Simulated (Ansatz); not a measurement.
Cu3O2:

```
Cu O
1.0
    -2.02298    2.02298    3.67362
     2.02298   -2.02298    3.67362
     2.02298    2.02298   -3.67362
Cu O
3 2
Cartesian
  0.0000 0.0000 0.0000
  0.0000 2.0230 1.8368
  2.0230 0.0000 1.8368
  0.0000 2.0230 0.0000
  2.0230 0.0000 0.0000
```

The cell comes from a database or a generator and needn't be the stable form of this composition.

Program: Ansatz 0.2.0. Alike in all runs: task projected density of states; potentials or basis Ansatz PAW; no spin polarisation; cell as given; k mesh 9 × 9 × 9; smearing fermi-dirac 0.05 eV.

Question: Order these runs on this cell by their pressure, lowest first.
A. level LDA; cutoff (eV) 420
B. level r2SCAN; cutoff (eV) 500
C. level PBEsol; cutoff (eV) 420
D. level PBE; cutoff (eV) 420
E. level RPBE; cutoff (eV) 420

Answer: A (-11.8 GPa), C (-6.2 GPa), B (-4.6 GPa), D (0.7 GPa), E (5.4 GPa).

Caveats: an odd number of electrons without spin polarisation forces a metal; a magnetic or distorted state may lie lower; the run has no spin polarisation, though such a crystal can be magnetic; semilocal functionals often make such compounds metallic where correlation or magnetic order opens a gap, which also shifts bond lengths; the density of states is complete only up to the lowest level of the last band computed; the PAW data sets come from PBE, with cores solved anew for the run's functional, which leaves a small shift of forces and pressure (some runs).
